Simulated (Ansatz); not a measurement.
**FHOSn (SMILES [OH][Sn][F]): functionals against CCSD(T) at one geometry**

An exercise on one series of results from a longer session: the logs are not shown, and one member is left open.

Program: Ansatz 0.2.0, Gaussian basis. Level of theory: single points in def2-TZVPP. These are calculated values, not measurements.

Cores are frozen in the correlated methods. Filled d shells of the heavier atoms are correlated. Core potentials replace the inner electrons past krypton, and spin-orbit coupling is left out.

### Starting geometry

SMILES `[OH][Sn][F]`, 4 atoms, charge 0, spin multiplicity 1.

Atoms are counted from 1 here; the program's logs count them from 0.

Bond lengths: O1–Sn2 1.988 Å, O1–H4 0.974 Å, Sn2–F3 2.066 Å. Angles: Sn2–O1–H4 142.2°, O1–Sn2–F3 101.4°.

Coordinates:

```
O    -0.9189    0.3236   -0.5365
Sn   -0.0484   -1.2191    0.3667
F     1.7847   -0.4124    0.8760
H    -0.7761    1.2574   -0.7718
```

The first run:

File run/in.yaml:

```yaml
crystal:
  periodic: [false, false, false]
  atoms:
    - {symbol: O, position_ang: [-0.918900, 0.323600, -0.536500]}
    - {symbol: Sn, position_ang: [-0.048400, -1.219100, 0.366700]}
    - {symbol: F, position_ang: [1.784700, -0.412400, 0.876000]}
    - {symbol: H, position_ang: [-0.776100, 1.257400, -0.771800]}
basis:
  gaussian: {orbitals: def2-TZVPP}
correlation: {method: ccsd_t}
output: {forces: true}
```

No record of the launch command was kept for these runs.

Among the steps run: CCSD(T)/def2-TZVPP; PBE0-D4/def2-TZVPP; wB97M-V/def2-TZVPP; r2SCAN-D4/def2-TZVPP; PBE-D4/def2-TZVPP; BLYP-D4/def2-TZVPP; wB97X-V/def2-TZVPP.

One table of the session follows, with a row left open; its other results are not shown here.

```
   method  RMS force component (eV/Å)  angle to CCSD(T) forces (°)  dipole (D)
  CCSD(T)                       0.897                    reference        2.52
  PBE0-D4                       0.827                          3.6        2.49
  wB97M-V                       0.836                          3.1        2.50
r2SCAN-D4                       0.788                          2.3        2.35
   PBE-D4                           ?                            ?           ?
  BLYP-D4                       0.495                         25.0        2.35
  wB97X-V                       0.847                          2.8        2.49
```

Q: Estimate the row for PBE-D4 from the others.

The run gave: RMS force component (eV/Å): 0.585; angle to CCSD(T) forces (°): 15.0; dipole (D): 2.30. In the column «RMS force component (eV/Å)» it lies between BLYP-D4 (0.495) and r2SCAN-D4 (0.788).
